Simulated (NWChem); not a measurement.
# AlClF2 (SMILES [F][Al]([F])[Cl]) at MP2/pcseg-2, part 2 of 2

NWChem 7.3.0. The steps go on from the part before.

## 3. The doublet cation, same level

Contents of geom.nw:

```
START geom
TITLE "AlClF2"
memory stack 880 mb heap 220 mb global 1100 mb
charge 1

GEOMETRY noautosym nocenter noautoz
   F     0.997200    0.721760    1.149640
   Al    0.069280   -0.050750    0.053570
   F     0.273490   -1.653820   -0.164660
   Cl   -1.339980    0.982810   -1.038560
END

BASIS spherical bse
   * library pcseg-2
END

SCF
   nopen 1
   uhf
   thresh 1e-08
   maxiter 80
   noprint "final vectors analysis"
END

MP2
   freeze core 12
   tight
END

TASK mp2 energy
```

Launch:

```console
$ nwchem geom.nw > geom.out
```

Log:

```text
Northwest Computational Chemistry Package (NWChem) 7.3.0
             --------------------------------------------------------

           Job information
           ---------------

    nwchem branch   = 7.3.0
    use scalapack   = T
    input           = geom.nw
    prefix          = geom.
    data base       = ./geom.db
    status          = startup
    nproc           =        1

           Memory information
           ------------------

    heap     =     28835834 doubles =      220.0 Mbytes
    stack    =    115343359 doubles =      880.0 Mbytes
    global   =    144179200 doubles =     1100.0 Mbytes (distinct from heap & stack)
    total    =    288358393 doubles =     2200.0 Mbytes
    verify   = yes
    hardfail = no

           Directory information
           ---------------------

  0 permanent = .
  0 scratch   = .

                                NWChem Input Module
                                -------------------

                                      AlClF2
                                      ------

 Scaling coordinates for geometry "geometry" by  1.889725989
 (inverse scale =  0.529177249)

                             Geometry "geometry" -> ""
                             -------------------------

 Output coordinates in angstroms (scale by  1.889725989 to convert to a.u.)

  No.       Tag          Charge          X              Y              Z
 ---- ---------------- ---------- -------------- -------------- --------------
    1 F                    9.0000     0.99720000     0.72176000     1.14964000
    2 Al                  13.0000     0.06928000    -0.05075000     0.05357000
    3 F                    9.0000     0.27349000    -1.65382000    -0.16466000
    4 Cl                  17.0000    -1.33998000     0.98281000    -1.03856000

      Atomic Mass
      -----------

      F                 18.998400
      Al                26.981540
      Cl                34.968850

 Effective nuclear repulsion energy (a.u.)     198.3479495375

            Nuclear Dipole moment (a.u.)
            ----------------------------
        X                 Y               Z
 ---------------- ---------------- ----------------
   -19.7340494508    14.4743184150   -15.2959901721

            XYZ format geometry
            -------------------
     4
 geometry
 F                     0.99720000     0.72176000     1.14964000
 Al                    0.06928000    -0.05075000     0.05357000
 F                     0.27349000    -1.65382000    -0.16466000
 Cl                   -1.33998000     0.98281000    -1.03856000

 ==============================================================================
                                internuclear distances
 ------------------------------------------------------------------------------
       center one      |      center two      | atomic units |  angstroms
 ------------------------------------------------------------------------------
    2 Al               |   1 F                |     3.08157  |     1.63070
    3 F                |   2 Al               |     3.08156  |     1.63069
    4 Cl               |   2 Al               |     3.89440  |     2.06083
 ------------------------------------------------------------------------------
                         number of included internuclear distances:          3
 ==============================================================================

 ==============================================================================
                                 internuclear angles
 ------------------------------------------------------------------------------
        center 1       |       center 2       |       center 3       |  degrees
 ------------------------------------------------------------------------------
    1 F                |   2 Al               |   3 F                |   118.97
    1 F                |   2 Al               |   4 Cl               |   120.51
    3 F                |   2 Al               |   4 Cl               |   120.51
 ------------------------------------------------------------------------------
                            number of included internuclear angles:          3
 ==============================================================================

 Summary of "ao basis" -> "" (spherical)
 ------------------------------------------------------------------------------
       Tag                 Description            Shells   Functions and Types
 ---------------- ------------------------------  ------  ---------------------
 *                          pcseg-2                   on all atoms

                      Basis "ao basis" -> "ao basis" (spherical)
                      -----
  [basis functions not shown]

 Summary of "ao basis" -> "ao basis" (spherical)
 ------------------------------------------------------------------------------
       Tag                 Description            Shells   Functions and Types
 ---------------- ------------------------------  ------  ---------------------
 F                          pcseg-2                 10       30   4s3p2d1f
 Al                         pcseg-2                 12       34   5s4p2d1f
 Cl                         pcseg-2                 12       34   5s4p2d1f

                                 NWChem SCF Module
                                 -----------------

                                      AlClF2

  ao basis        = "ao basis"
  functions       =   128
  atoms           =     4
  alpha electrons =    24
  beta  electrons =    23
  charge          =   1.00
  wavefunction    = UHF
  input vectors   = atomic
  output vectors  = ./geom.movecs
  use symmetry    = F
  symmetry adapt  = F

 Summary of "ao basis" -> "ao basis" (spherical)
 ------------------------------------------------------------------------------
       Tag                 Description            Shells   Functions and Types
 ---------------- ------------------------------  ------  ---------------------
 F                          pcseg-2                 10       30   4s3p2d1f
 Al                         pcseg-2                 12       34   5s4p2d1f
 Cl                         pcseg-2                 12       34   5s4p2d1f

 Forming initial guess at       0.1s

      Superposition of Atomic Density Guess
      -------------------------------------

 Sum of atomic energies:        -900.17629318

 Renormalizing density from      48.00 to     47

      Non-variational initial energy
      ------------------------------

 Total energy =    -888.779602
 1-e energy   =   -1610.819024
 2-e energy   =     523.691473
 HOMO         =      -0.807752
 LUMO         =      -0.359360

 Starting SCF solution at       0.7s

 ----------------------------------------------
         Quadratically convergent UHF

 Convergence threshold     :          1.000E-08
 Maximum no. of iterations :           80
 Integral*density screening:          1.000E-10
 ----------------------------------------------

              iter       energy          gnorm     gmax       time
             ----- ------------------- --------- --------- --------
                 1     -899.9937978322  1.67D+00  2.48D-01      2.4
                 2     -900.1852570300  3.45D-01  6.29D-02      5.9
                 3     -900.1984444188  2.95D-02  6.58D-03     10.4
                 4     -900.1985877232  8.15D-04  1.82D-04     16.3
                 5     -900.1985879863  2.69D-07  4.28D-08     29.9
  ga_iter_lsolve: convergence stagnant ... aborting solve
                 6     -900.1985879863  4.43D-09  2.53D-09     42.1

       Final UHF  results
       ------------------

         Total SCF energy =   -900.198587986323
      One electron energy =  -1634.645731132099
      Two electron energy =    536.099193608253
 Nuclear repulsion energy =    198.347949537523

                       Sz =      0.5000
                 Sz(Sz+1) =      0.7500
                      S^2 =      0.7596

        Time for solution =     41.4s

          Final alpha eigenvalues
          -----------------------

              1
    1 -105.2193
    2  -58.7316
    3  -26.4643
    4  -26.4643
    5  -10.9785
    6   -8.4660
    7   -8.4414
    8   -8.4405
    9   -5.1914
   10   -3.5106
   11   -3.5096
   12   -3.5074
   13   -1.7606
   14   -1.7515
   15   -1.5249
   16   -0.9489
   17   -0.9450
   18   -0.8908
   19   -0.8698
   20   -0.8671
   21   -0.8434
   22   -0.8418
   23   -0.8317
   24   -0.8261
   25   -0.1571
   26   -0.1263
   27   -0.0578
   28   -0.0442
   29    0.0001
   30    0.0268
   31    0.0336
   32    0.1439
   33    0.1917
   34    0.2045

          Final beta eigenvalues
          ----------------------

              1
    1 -105.2070
    2  -58.7318
    3  -26.4639
    4  -26.4639
    5  -10.9662
    6   -8.4350
    7   -8.4340
    8   -8.4137
    9   -5.1917
   10   -3.5108
   11   -3.5102
   12   -3.5075
   13   -1.7595
   14   -1.7504
   15   -1.4058
   16   -0.9343
   17   -0.8848
   18   -0.8678
   19   -0.8520
   20   -0.8384
   21   -0.8354
   22   -0.8313
   23   -0.8255
   24   -0.3828
   25   -0.1512
   26   -0.1260
   27   -0.0417
   28   -0.0410
   29   -0.0001
   30    0.0479
   31    0.0543
   32    0.1480
   33    0.2092
   34    0.2097

 center of mass
 --------------
 x =  -0.39416314 y =   0.28910640 z =  -0.30551846

 moments of inertia (a.u.)
 ------------------
         550.566728672702         135.260161630549        -236.828338187596
         135.260161630549         498.841616496917          44.125499003123
        -236.828338187596          44.125499003123         615.114209514479

  Mulliken analysis of the total density
  --------------------------------------

    Atom       Charge   Shell Charges
 -----------   ------   -------------------------------------------------------
    1 F    9     9.50   2.00  0.63  0.96  0.36  2.33  2.41  0.80  0.00  0.01  0.00
    2 Al  13    11.40   2.00  0.51  1.49  0.43 -0.03  5.91  0.39  0.33 -0.02  0.01  0.31  0.06
    3 F    9     9.50   2.00  0.63  0.96  0.36  2.33  2.41  0.80  0.00  0.01  0.00
    4 Cl  17    16.59   2.01  0.38  1.59  1.11  0.88  5.92  0.97  2.91  0.79  0.00  0.03  0.00

  Mulliken analysis of the alpha density
  --------------------------------------

    Atom       Charge   Shell Charges
 -----------   ------   -------------------------------------------------------
    1 F    9     4.75   1.00  0.32  0.48  0.18  1.17  1.21  0.40  0.00  0.00  0.00
    2 Al  13     5.70   1.00  0.26  0.74  0.21 -0.01  2.96  0.19  0.17 -0.01  0.01  0.16  0.03
    3 F    9     4.75   1.00  0.32  0.48  0.18  1.17  1.21  0.40  0.00  0.00  0.00
    4 Cl  17     8.80   1.01  0.19  0.80  0.56  0.44  2.96  0.58  1.78  0.46  0.00  0.01  0.00

   Mulliken analysis of the beta density
   -------------------------------------

    Atom       Charge   Shell Charges
 -----------   ------   -------------------------------------------------------
    1 F    9     4.75   1.00  0.32  0.48  0.18  1.16  1.21  0.40  0.00  0.00  0.00
    2 Al  13     5.71   1.00  0.26  0.74  0.22 -0.01  2.96  0.20  0.16 -0.01  0.01  0.16  0.03
    3 F    9     4.75   1.00  0.32  0.48  0.18  1.16  1.21  0.40  0.00  0.00  0.00
    4 Cl  17     7.79   1.01  0.19  0.80  0.55  0.44  2.95  0.39  1.13  0.33  0.00  0.01  0.00

   Mulliken analysis of the spin density
   -------------------------------------

    Atom       Charge   Shell Charges
 -----------   ------   -------------------------------------------------------
    1 F    9     0.00   0.00  0.00  0.00 -0.00  0.00  0.00 -0.00  0.00 -0.00 -0.00
    2 Al  13    -0.01  -0.00 -0.00  0.00 -0.01 -0.00 -0.00 -0.00  0.00 -0.00  0.00  0.00  0.00
    3 F    9     0.00   0.00  0.00  0.00 -0.00  0.00  0.00 -0.00  0.00 -0.00 -0.00
    4 Cl  17     1.00   0.00  0.00 -0.00  0.01  0.01  0.01  0.19  0.65  0.14  0.00  0.00 -0.00

       Multipole analysis of the density wrt the origin
       ------------------------------------------------

     L   x y z        total         alpha         beta         nuclear
     -   - - -        -----         -----         ----         -------
     0   0 0 0      1.000000    -24.000000    -23.000000     48.000000

     1   1 0 0     -2.114668     10.030060      7.589322    -19.734049
     1   0 1 0      1.551294     -7.356595     -5.566429     14.474318
     1   0 0 1     -1.639544      7.774082      5.882365    -15.295990

     2   2 0 0    -17.708532    -84.003505    -77.295833    143.590806
     2   1 1 0     -2.901192     36.336761     32.279261    -71.517214
     2   1 0 1      1.007858    -61.981438    -57.065544    120.054841
     2   0 2 0    -22.537447    -95.505988    -90.438250    163.406791
     2   0 1 1     -3.578930     12.915312     10.176698    -26.670940
     2   0 0 2    -19.487460    -66.504910    -61.945325    108.962775

                   NWChem MP2 Semi-direct Energy/Gradient Module
                   ---------------------------------------------

                                      AlClF2

  Basis functions       =    128
  Molecular orbitals    =    128
  Frozen core           =     12
  Frozen virtuals       =      0
  Active alpha occupied =     12
  Active beta occupied  =     11
  Active alpha virtual  =    104
  Active beta virtual   =    105
  Use MO symmetry       = F
  Use skeleton AO sym   = F

  AO/Fock/Back tols     =   1.0D-11  1.0D-11  1.0D-11

 GA uses MA = F    GA memory limited = T

 Available:
  local mem=  1.26D+08
 global mem=  1.44D+08
 local disk=  0.00D+00
   1 passes of  12:        5242880                      95798                  33731815.
   1 passes of  12: M    126149061           G      144146432           F     120906181.

 Semi-direct pass number   1 of   1  for UHF alpha       at       42.1s
 Done moints_semi at       46.5s
 Done maket at       46.8s
 Done multipass loop at       46.8s

 GA uses MA = F    GA memory limited = T

 Available:
  local mem=  1.26D+08
 global mem=  1.44D+08
 local disk=  0.00D+00
   1 passes of  11:        5242880                      91150                  31220238.
   1 passes of  11: M    126149061           G      144146432           F     120906181.

 Semi-direct pass number   1 of   1  for UHF beta        at       46.8s
 Done moints_semi at       51.1s
 Done maket at       51.3s
 Done multipass loop at       51.3s

          -------------------------------------------
          SCF energy                -900.198587986323
          Correlation energy          -0.696287963224
          Singlet pairs                0.000000000000
          Triplet pairs                0.000000000000
          Total MP2 energy          -900.894875949546
          -------------------------------------------

          ---------------------------------------------------
                    Spin Component Scaled (SCS) MP2
          Same spin pairs                     -0.180786708661
          Same spin scaling factor             0.333333333333
          Opposite spin pairs                 -0.515501254563
          Opposite spin scaling fact.          1.200000000000
          SCS-MP2 correlation energy          -0.678863741696
          Total SCS-MP2 energy              -900.877451728019
          ---------------------------------------------------

 -----------------------
 Task  times  cpu:       51.3s     wall:       51.3s
 Total times  cpu:       51.3s     wall:       51.3s
```

Wall time 52 s (1 thread of Intel Xeon 6975P-C (Granite Rapids), shared host); peak memory 0.49 GiB.

## 4. Summary of results

What follows sums up all 2 parts.

At MP2/pcseg-2, 12 core orbitals frozen:

| quantity | value |
| --- | --- |
| singlet AlClF2: total energy | -901.36481 Eh |
| singlet AlClF2: correlation energy (12 core orbitals frozen) | -732.1 mEh |
| doublet cation: total energy | -900.89488 Eh |
| doublet cation: correlation energy (12 core orbitals frozen) | -696.3 mEh |
| doublet cation: ⟨S²⟩ of the reference determinant | 0.760 |
| vertical ionisation energy (to the doublet cation) | 12.787 eV |

In words: The vertical ionisation energy comes to 12.79 eV (1234 kJ/mol). Mulliken charges (doublet cation) run from -0.50 on F1 to +1.60 on Al2.
